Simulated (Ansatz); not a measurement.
**GaH2Cl (built from SMILES [Cl][GaH2]): a saddle search**

Aim: find the first-order saddle near the start with the program's own search, from a guess of the mode.

The runs use Ansatz 0.2.0, Gaussian basis; wB97X-V/def2-SVP.

### 1 The system as given

The start, a known saddle point with all atoms moved at random by about 0.06 Å a coordinate: 4 atoms, charge 0, spin multiplicity 1.

Atoms are counted from 1 here; the program's logs count them from 0.

Bond lengths: Ga1–Cl2 2.511 Å, Ga1–H3 1.632 Å, Ga1–H4 1.602 Å, Cl2–H3 1.610 Å. Angles: Cl2–Ga1–H3 38.9°, Cl2–Ga1–H4 104.4°, H3–Ga1–H4 143.2°, Ga1–Cl2–H3 39.6°, Ga1–H3–Cl2 101.5°.

Coordinates:

```mol
ClGaH2
  3D, bonds by distance, orders not assigned

  4  4  0  0  0  0  0  0  0  0999 V2000
   -0.6968    0.4989   -0.2133 Ga  0  0
    1.4296   -0.7917    0.1278 Cl  0  0
    0.6048   -0.0436   -1.0344 H   0  0
   -1.4096    0.4766    1.2213 H   0  0
  1  2  8  0
  1  3  8  0
  1  4  8  0
  2  3  8  0
M  END
```

### 2 The search

run/in.yaml reads:

```yaml
crystal:
  periodic: [false, false, false]
  atoms:
    - {symbol: Ga, position_ang: [-0.696775, 0.498883, -0.213333]}
    - {symbol: Cl, position_ang: [1.429613, -0.791734, 0.127843]}
    - {symbol: H, position_ang: [0.604757, -0.043601, -1.034376]}
    - {symbol: H, position_ang: [-1.409618, 0.476643, 1.221251]}
basis:
  gaussian: {orbitals: def2-SVP}
hamiltonian: {xc: {name: wB97X-V}}
saddle:
  f_tol: 0.02
  max_steps: 40
  mode_guess:
    - [-0.4552, 0.2945, -0.1810]
    - [-0.0095, 0.1005, -0.3745]
    - [0.4406, -0.3506, 0.4341]
    - [0.0241, -0.0444, 0.1214]
```

On the command line:

```console
> ansatz run in.yaml --threads 2 --pin off --events-out ev --progress --plain --max-ram 4352MiB
```

What it wrote:

```text
Functional definition: wB97X-V
  name "wB97X-V"
  cite "Mardirossian & Head-Gordon, Phys. Chem. Chem. Phys. 16, 9904 (2014) doi:10.1039/C3CP54374A"
  cite "Becke, J. Chem. Phys. 107, 8554 (1997) doi:10.1063/1.475007"
  cite "Vydrov & Van Voorhis, J. Chem. Phys. 133, 244103 (2010) doi:10.1063/1.3521275"
  parameter omega = 0.3/bohr
  parameter cx = 0.167
  parameter cx1 = 0.603
  parameter cx2 = 1.194
  parameter css0 = 0.556
  parameter css1 = -0.257
  parameter cos0 = 1.219
  parameter cos1 = -1.850
  parameter b = 6.0
  parameter c = 0.01
  exchange = spin_sum(e_x_unif_sr(omega)*poly(b97_u_x, 1 - cx, cx1, cx2)) + cx*exact_x_sr(omega) + exact_x_lr(omega)
  correlation = spin_sum(e_c_pw_same_spin*poly(b97_u_same, css0, css1))
      + integral(e_c_pw_opposite_spin*poly(b97_u_opposite, cos0, cos1)) + vv10(b, c)
618 factors; integrals over basis functions are off by at most 2.8e-4 eV
180 factors; integrals over basis functions are off by at most 1.9e-6 eV
mean field evaluation 1: about -64913.1775 eV, gradient 2.0e1 eV
mean field evaluation 2: about -64913.5323 eV, gradient 2.1e1 eV
mean field evaluation 4: about -64914.2404 eV, gradient 7.6e-1 eV
mean field evaluation 8: about -64914.2465 eV, gradient 2.4e-2 eV
mean field evaluation 16: about -64914.2465 eV, gradient 2.2e-5 eV
mean field -64914.24654643 eV, -2385.5545601247 hartree, gradient 2.2e-5 eV, S^2 0.000000; 0 other end points of the search recorded, 0 dependent functions left out
the calculation of the forces begins
reference -64914.24654494 eV, -2385.5545600698 hartree; 25, 25 occupied and 35, 35 virtual orbitals, 618 factors
[... from here to the last solve, the lines of the solves are left out (33 solves) ...]
saddle step   1: F+E_penalty+E_count = -64914.24654643 eV  max|allowed force component| = 6.211e-1 eV/Å  curvature = -9.7420 eV/Å²  mode residual = 3.13e-1 eV/Å²  Δτ_max = 0.0000 Å  (1 rotations, 3 force calls, 70 SCF iters)  cluster: 3 rotations left out, max|force component along them| = 2.175e-6 eV/Å
saddle step   2: F+E_penalty+E_count = -64914.25952910 eV  max|allowed force component| = 3.258e-1 eV/Å  curvature = -10.1908 eV/Å²  mode residual = 1.40e-1 eV/Å²  Δτ_max = 0.0136 Å  (1 rotations, 3 force calls, 73 SCF iters)  cluster: 3 rotations left out, max|force component along them| = 6.578e-7 eV/Å
saddle step   3: F+E_penalty+E_count = -64914.26704501 eV  max|allowed force component| = 5.240e-2 eV/Å  curvature = -10.4296 eV/Å²  mode residual = 2.79e-1 eV/Å²  Δτ_max = 0.0213 Å  (1 rotations, 3 force calls, 68 SCF iters)  cluster: 3 rotations left out, max|force component along them| = 8.135e-7 eV/Å
saddle step   4: F+E_penalty+E_count = -64914.26728694 eV  max|allowed force component| = 1.104e-2 eV/Å  curvature = -10.3192 eV/Å²  mode residual = 1.62e-1 eV/Å²  Δτ_max = 0.0107 Å  (1 rotations, 6 force calls, 117 SCF iters)  cluster: 3 rotations left out, max|force component along them| = 4.789e-7 eV/Å
saddle search: the force at step 5 is within saddle.f_tol, and the search now checks the order of the point unasked, as it does wherever a lone molecule whose rigid rotations it leaves out would converge (saddle.isolated_cluster): at most 100 rotations across the mode and 202 force calls, two more next to a line or behind a second negative curvature, two more where it reads a positive, two for each turn that reads one and six more at each negative that it reads, and up to 22 at one that stands (24 where saddle.amplitude is under 0.005 Å), over each length that the point is read over (saddle.order_check: false declines the check)
saddle search: the rotation starts from a random direction (saddle.seed = 0)
180 factors; integrals over basis functions are off by at most 2.0e-6 eV
mean field evaluation 224: about -64914.2537 eV, gradient 1.5e0 eV
mean field -64914.26733148 eV, -2385.5553239613 hartree, gradient 1.1e-5 eV, S^2 0.000000; 1 other end points of the search recorded, 0 dependent functions left out
the calculation of the forces begins
reference -64914.26732998 eV, -2385.5553239062 hartree; 25, 25 occupied and 35, 35 virtual orbitals, 618 factors
saddle step   5: F+E_penalty+E_count = -64914.26733148 eV  max|allowed force component| = 2.159e-4 eV/Å  curvature = -10.3490 eV/Å² (error put at 0.0041; -10.3530 at half of saddle.amplitude)  mode residual = 6.92e-2 eV/Å²  Δτ_max = 0.0046 Å  (1 rotations, 19 force calls, 327 SCF iters)  order check (unasked): positive, curvature across the mode = +1.6921 eV/Å²; +1.6341 less its residual, +1.6340 less it at half of saddle.amplitude; error put at 0.0001 (12 force calls)  cluster: 3 rotations left out, max|force component along them| = 1.225e-7 eV/Å
Total energy: -64914.26732998 eV, -2385.5553239062 hartree
Atom 0 at    -0.721276     0.485458    -0.194187 Å, force    -0.000041    -0.000013    -0.000021 eV/Å
Atom 1 at     1.465105    -0.816128     0.121067 Å, force    -0.000037     0.000050    -0.000155 eV/Å
Atom 2 at     0.615393    -0.029915    -1.045270 Å, force     0.000053    -0.000056     0.000216 eV/Å
Atom 3 at    -1.431245     0.500776     1.219774 Å, force     0.000025     0.000019    -0.000040 eV/Å
Dipole moment:    -0.447221     0.274158    -0.093960 e Å
```

It took 66 s on 2 threads of Arm Neoverse V1, shared host.

The steps of the relaxation:

```
step  energy from step 1 (eV)  largest force component (eV/Å)
   1                   0.0000                          0.6211
   2                  -0.0130                          0.3258
   3                  -0.0205                          0.0524
   4                  -0.0207                          0.0110
   5                  -0.0208                          0.0002
```

Close pairs (by a distance rule), those that changed most:

```
   bond  before (Å)  after (Å)  change (Å)
Ga1–Cl2       2.511      2.564      +0.053
 Ga1–H3       1.632      1.666      +0.035
 Cl2–H3       1.610      1.643      +0.034
 Ga1–H4       1.602      1.582      -0.020
```

### 3 Results

| quantity | value |
| --- | --- |
| steps | 5 |
| energy change | -0.5 kcal/mol |
| last largest force | 0.0002 eV/Å |
| RMSD from the start | 0.034 Å |
| RMSD from the known saddle | 0.015 Å |

In words: It converged in 5 steps at a force tolerance of 0.02 eV/Å. It is back at the known saddle, up to the shift that another level brings.
